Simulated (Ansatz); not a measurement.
I need a rigid torsion scan of F2GeH2O2, SMILES [OH][Ge]([OH])([F])[F]. Use the Ansatz DFT code, driven from Python. Level of theory (for the species named): r2scan0, def2-SVP basis, multiplicity 1.

```json
{"atom": "O", "x (Å)": "-1.1440", "y (Å)": "0.6687", "z (Å)": "1.0319"}
{"atom": "Ge", "x (Å)": "-0.0236", "y (Å)": "-0.0123", "z (Å)": "-0.1219"}
{"atom": "O", "x (Å)": "1.3333", "y (Å)": "-0.6746", "z (Å)": "0.7788"}
{"atom": "F", "x (Å)": "-0.7258", "y (Å)": "-1.2869", "z (Å)": "-1.0281"}
{"atom": "F", "x (Å)": "0.5530", "y (Å)": "1.2163", "z (Å)": "-1.2515"}
{"atom": "H", "x (Å)": "-1.9214", "y (Å)": "1.0722", "z (Å)": "0.4426"}
{"atom": "H", "x (Å)": "1.9898", "y (Å)": "-1.0515", "z (Å)": "0.1026"}
```

Script `torsion_f2geh2o2.py`:
```python
"""Rigid torsion scan of F2GeH2O2."""

import ansatz as az
from ase import Atoms


def main() -> None:
    atoms = Atoms(["O", "Ge", "O", "F", "F", "H", "H"], positions=[
        (-1.144, 0.6687, 1.0319),
        (-0.0236, -0.0123, -0.1219),
        (1.3333, -0.6746, 0.7788),
        (-0.7258, -1.2869, -1.0281),
        (0.553, 1.2163, -1.2515),
        (-1.9214, 1.0722, 0.4426),
        (1.9898, -1.0515, 0.1026),
    ])

    # start the scan from a relaxed geometry
    first = (
        az.Crystal.molecule_from_ase(atoms).calculation()
        .basis(gaussian="def2-SVP")
        .functional("r2scan0")
        .relax(force_tolerance=0.02, max_steps=80)
    )
    atoms.positions = first.run().report["positions_ang"]

    start = atoms.get_dihedral(2, 1, 0, 5)
    energies = {}
    for turn in range(0, 360, 30):
        turned = atoms.copy()
        turned.set_dihedral(2, 1, 0, 5, start + turn, indices=[0, 5])
        model = (
            az.Crystal.molecule_from_ase(turned).calculation()
            .basis(gaussian="def2-SVP")
            .functional("r2scan0")
        )
        energies[round((start + turn) % 360)] = model.run().report["free_energy_ev"]
    floor = min(energies.values())
    print("dihedral O2-Ge1-O0-H5 (deg)   E - E(min) (kJ/mol)")
    for angle, e in sorted(energies.items()):
        print(f"{angle:8d} {96.485332 * (e - floor):14.3f}  " + "#" * int(30 * (e - floor) / max(max(energies.values()) - floor, 1e-9)))


if __name__ == "__main__":
    main()
```

`python torsion_f2geh2o2.py` gives:
```text
dihedral O2-Ge1-O0-H5 (deg)   E - E(min) (kJ/mol)
       3          2.248  #############
      33          4.099  ########################
      63          5.062  ##############################
      93          3.726  ######################
     123          1.196  #######
     153          0.000
     183          1.102  ######
     213          3.383  ####################
     243          5.039  #############################
     273          4.937  #############################
     303          3.319  ###################
     333          1.849  ##########
```

The scan is rigid and the energies are electronic, in a modest basis. With rigid groups the curve can differ much from the relaxed path, the start wasn't checked as a minimum of this torsion, and equivalent turns needn't return to the same energy. Timing: 3.6 min on 1 thread of Arm Neoverse V1, on a shared host, peak memory 0.31 GiB.
